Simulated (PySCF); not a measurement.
# C4H10OSi2: electronic excitations

What electronic excitations should C4H10OSi2 (`[SiH3]O[SiH]1CC=CC1`) show?

Computed with PySCF 2.14.0, with density-fitted response routines of our own, on a single molecule in the gas phase. Atoms count from 0, in the outputs and in this text.

## (1) The starting structure

17 atoms, charge 0, multiplicity 1; geometry from: GFN2-xTB.

Bonds of the start (Å): Si0–O1 1.62, O1–Si2 1.62, Si2–C3 1.91, C3–C4 1.50, C4–C5 1.32, C5–C6 1.50, C6–Si2 1.91, Si0–H7 1.46, Si0–H8 1.46, Si0–H9 1.46, Si2–H10 1.46, C3–H11 1.09, C3–H12 1.09, C4–H13 1.08, C5–H14 1.08, C6–H15 1.09, C6–H16 1.09.

## (2) Excited states and response: B3LYP/def2-SVPD

Job settings and geometry (Å):

```
{"job": {"kind": "uv", "xc": "B3LYP", "basis": "def2-SVPD", "nstates": 8, "ntriplets": 3}, "charge": 0, "multiplicity": 1}
Si     2.867191    -1.074405     0.214629
O      1.455834    -0.711672    -0.492840
Si     0.055472    -0.034864    -0.952412
C     -1.465572    -0.937534    -0.244788
C     -2.172551     0.116025     0.556828
C     -1.641929     1.323856     0.642520
C     -0.348007     1.602326    -0.064991
H      3.106202    -2.478333    -0.110422
H      3.871566    -0.183485    -0.364283
H      2.727647    -0.861025     1.655093
H      0.139800     0.041550    -2.410096
H     -2.135496    -1.328459    -1.011724
H     -1.207899    -1.783120     0.396397
H     -3.098479    -0.146723     1.049159
H     -2.102514     2.121293     1.209341
H      0.414273     1.897682     0.658971
H     -0.472534     2.448920    -0.741292
```

Level: TDDFT B3LYP/def2-SVPD, vertical, gas phase, core orbitals frozen in the response.

Command:

```
OMP_NUM_THREADS=1 python probes_run.py task.json out
```

One launch serves the whole session: the jobs run in the order shown.

What will the session give for the following? lowest singlet (B3LYP/def2-SVPD); brightest single state of those computed; lowest triplet; surface potential, 1st and 99th percentile. Wanted: lowest singlet; brightest single state of those computed; lowest triplet; surface potential, 1st and 99th percentile.

As calculated:

| quantity | value |
| --- | --- |
| lowest singlet (B3LYP/def2-SVPD) | 6.12 eV (203 nm), f = 0.002 |
| brightest single state of those computed | state 5, 6.90 eV, f = 0.053 |
| lowest triplet | 4.52 eV |
| surface potential, 1st and 99th percentile | -0.52 V and 1.15 V |

What this shows: The lowest singlet, at 6.12 eV, is HOMO→LUMO 0.97 and is weak; of the 8 states computed, the strongest absorption comes from state 5 at 6.90 eV. The lowest triplet lies 1.59 eV below the lowest singlet (triplets in Tamm-Dancoff, singlets in full TDDFT). States above −ε(HOMO) lie where TDDFT describes them poorly and they hang on the basis; the brightest is among them.
